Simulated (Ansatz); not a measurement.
**SiGe₃H₁₀: one species, many methods**

The task here is to estimate one member of a computed series from the others.

Computed with Ansatz 0.2.0, Gaussian basis. Level: functionals in def2-TZVPP, the program's frozen cores in correlated methods.

Levels to be run: LDA (SPW92), PBE-D4, revPBE-D4, BLYP-D4, r2SCAN-D4, B97M-V, PBE0-D4, B3LYP-D4, r2SCANh-D4, r2SCAN0-D4, HSE06-D4, BHLYP-D4, CAM-B3LYP-D4, LC-ωPBE, ωB97X-V, ωB97M-V, B2PLYP, PBE-QIDH; CCSD(T)/def2-SVP; CCSD(T)/def2-TZVPP; MP2/def2-QZVPP; extrapolation to the limit; RPA on PBE.

### Structure used throughout

The geometry comes from an earlier relaxation with PBE0-D4 in a triple-zeta def2 set; it is a stationary point, not always the lowest conformer.

SMILES `[GeH3][SiH2][GeH2][GeH3]`, 14 atoms, charge 0, spin multiplicity 1.

Atoms are counted from 1 here; the program's logs count them from 0.

Bond lengths: Ge1–Si2 2.379 Å, Ge1–H5 1.538 Å, Ge1–H6 1.538 Å, Ge1–H7 1.538 Å, Si2–Ge3 2.379 Å, Si2–H8 1.489 Å, Si2–H9 1.489 Å, Ge3–Ge4 2.424 Å, Ge3–H10 1.541 Å, Ge3–H11 1.540 Å, Ge4–H12 1.538 Å, Ge4–H13 1.537 Å, Ge4–H14 1.538 Å. Angles: Si2–Ge1–H5 110.2°, Si2–Ge1–H6 111.5°, Si2–Ge1–H7 109.8°, H5–Ge1–H6 108.5°, H5–Ge1–H7 108.2°, H6–Ge1–H7 108.5°, Ge1–Si2–Ge3 109.6°, Ge1–Si2–H8 109.9°, Ge1–Si2–H9 109.2°, Ge3–Si2–H8 110.7°, Ge3–Si2–H9 109.0°, H8–Si2–H9 108.3°, Si2–Ge3–Ge4 110.1°, Si2–Ge3–H10 109.5°, Si2–Ge3–H11 110.9°, Ge4–Ge3–H10 108.9°, Ge4–Ge3–H11 109.6°, H10–Ge3–H11 107.9° and more.

Set-up of the first run:

File in.yaml:

```yaml
crystal:
  periodic: [false, false, false]
  atoms:
    - {symbol: Ge, position_ang: [-0.198324, 2.378143, 0.239805]}
    - {symbol: Si, position_ang: [0.552985, 0.502768, 1.495855]}
    - {symbol: Ge, position_ang: [-0.392369, -1.488471, 0.601173]}
    - {symbol: Ge, position_ang: [0.093880, -1.647590, -1.768116]}
    - {symbol: H, position_ang: [-1.735545, 2.429607, 0.229611]}
    - {symbol: H, position_ang: [0.330701, 3.698012, 0.825692]}
    - {symbol: H, position_ang: [0.287890, 2.260833, -1.214867]}
    - {symbol: H, position_ang: [0.176621, 0.667031, 2.927018]}
    - {symbol: H, position_ang: [2.036918, 0.417409, 1.408732]}
    - {symbol: H, position_ang: [-1.920289, -1.464413, 0.796429]}
    - {symbol: H, position_ang: [0.156976, -2.731270, 1.326955]}
    - {symbol: H, position_ang: [-0.556236, -0.469755, -2.512737]}
    - {symbol: H, position_ang: [-0.446197, -2.961364, -2.356225]}
    - {symbol: H, position_ang: [1.612978, -1.590940, -1.999317]}
basis:
  gaussian: {orbitals: def2-TZVPP}
hamiltonian: {xc: lda}
output: {orbitals: {seedname: orbitals}}
```

Among the steps run: LDA; PBE-D4 (GGA); revPBE-D4 (GGA); BLYP-D4 (GGA); r2SCAN-D4 (meta-GGA); B97M-V (meta-GGA); PBE0-D4 (hybrid); B3LYP-D4 (hybrid); r2SCANh-D4 (hybrid); r2SCAN0-D4 (hybrid); HSE06-D4 (hybrid); BHLYP-D4 (hybrid); CAM-B3LYP-D4 (range-separated); LC-ωPBE-D4 (range-separated; the results give it without D4); ωB97X-V (range-separated); ωB97M-V (range-separated); B2PLYP (double hybrid); PBE-QIDH (double hybrid).

One of the session's tables, all rows but one given; the rest of the session is left out.

It belongs to the step «Frontier levels by functional». 

| functional | HOMO (eV) | gap (eV) |
| --- | --- | --- |
| LDA (SPW92) | -6.89 | 5.69 |
| PBE-D4 | -6.78 | 5.80 |
| revPBE-D4 | -6.73 | 5.84 |
| BLYP-D4 | -6.61 | 5.73 |
| r2SCAN-D4 | -7.04 | 6.30 |
| B97M-V | ? | ? |
| PBE0-D4 | -7.79 | 7.60 |
| B3LYP-D4 | -7.58 | 7.18 |
| r2SCANh-D4 | -7.40 | 6.93 |
| r2SCAN0-D4 | -7.96 | 7.89 |
| HSE06-D4 | -7.41 | 6.85 |
| BHLYP-D4 | -8.67 | 9.33 |
| CAM-B3LYP-D4 | -8.97 | 9.75 |
| LC-ωPBE | -10.24 | 12.11 |
| ωB97X-V | -9.93 | 11.68 |
| ωB97M-V | -9.73 | 11.21 |

**Question.** Estimate the row for B97M-V.

The run gave: HOMO (eV): -7.15; gap (eV): 6.21. In the column «HOMO (eV)» it lies between r2SCANh-D4 (-7.40) and r2SCAN-D4 (-7.04).
